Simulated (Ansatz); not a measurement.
Debugging a table of relaxed lattice constants and trends of a series on the Cu3Au structure: TiRh3, ZrRh3, HfRh3 (Ansatz's Python interface).

`series_tirh3.py`:
```python
# -*- coding: utf-8 -*-
'''A chemical series on the Cu3Au structure: relaxed cells and their trends.'''

import warnings

import ansatz as az
import numpy as np

XC = 'pbesol'
TOLERANCE = 1e-10
MAX_SCF = 70
KSPACING = 0.15
SMEARING = 'cold'
WIDTH_EV = 0.05
BETA = 0.001


def cu3au(A, B, a):
    return (
        az.Lattice.cubic(a)
        .space_group(221)
        .atom(A, (0, 0, 0))
        .atom(B, (0, 0.5, 0.5))
    )


def compute(name, crystal):
    calc = (
        crystal.calculation()
        .basis(18 * az.Ha)
        .functional(XC)
        .scf(tolerance=TOLERANCE, max_iterations=MAX_SCF)
        .kpoints(spacing=KSPACING)
        .occupations(SMEARING, width=WIDTH_EV)
        .mixing('anderson', beta=BETA, ndim=1)
        .stress()
        .band_table()
    )
    calc = calc.relax(force_tolerance=0.02, max_steps=30, cell=True)
    return calc.run()


def volume_per_atom(outcome):
    return abs(np.linalg.det(outcome.lattice.cell_ang)) / len(outcome.lattice.sites)

# the lattice constants below are starting guesses
warnings.simplefilter('ignore', az.DeckWarning)

phases = {}
phases['TiRh3'] = cu3au('Ti', 'Rh', 3.74)
phases['ZrRh3'] = cu3au('Zr', 'Rh', 3.93)
phases['HfRh3'] = cu3au('Hf', 'Rh', 3.93)

done = {}
for name, crystal in phases.items():
    try:
        done[name] = compute(name, crystal)
    except az.NonConvergedError as error:
        print(name, 'did not converge:', str(error)[:120])

rows = [(name, float(np.linalg.norm(o.lattice.cell_ang[0])), volume_per_atom(o)) for name, o in done.items()]
print('  compound       a (A)  V (A^3/atom)')
for row in rows:
    print(f'{str(row[0]):>10}  {row[1]:10.3f}  {row[2]:12.3f}')
```

```console
$ python series_tirh3.py
TiRh3 did not converge: did not converge after 70 iterations: dr2 = 8.14e-6 (threshold 1.00e-10), under the density mixer `anderson`; raise `scf
ZrRh3 did not converge: did not converge after 70 iterations: dr2 = 2.84e-6 (threshold 1.00e-10), under the density mixer `anderson`; raise `scf
HfRh3 did not converge: did not converge after 70 iterations: dr2 = 1.15e-4 (threshold 1.00e-10), under the density mixer `anderson`; raise `scf
  compound       a (A)  V (A^3/atom)
```

What is wrong, and how is it mended?

The fault: the mixing step is far too small. The change:

```diff
--- before
+++ after
@@ -14,3 +14,2 @@
 WIDTH_EV = 0.05
-BETA = 0.001
 
@@ -34,3 +33,2 @@
         .occupations(SMEARING, width=WIDTH_EV)
-        .mixing('anderson', beta=BETA, ndim=1)
         .stress()
```

After the fix:

Output of `python series_tirh3.py`:
```text
  compound       a (A)  V (A^3/atom)
     TiRh3       3.799        13.711
     ZrRh3       3.904        14.877
     HfRh3       3.895        14.771
```

Reading the output:
- Spin is left out of this run.
- Spin-orbit coupling, which matters for elements this heavy, is left out.
- The cells are built on a prototype by substitution; a member may or may not take this structure in nature.
- Run time: 3.3 min on 1 thread of Arm Neoverse V1 (shared host), peak memory 0.55 GiB.
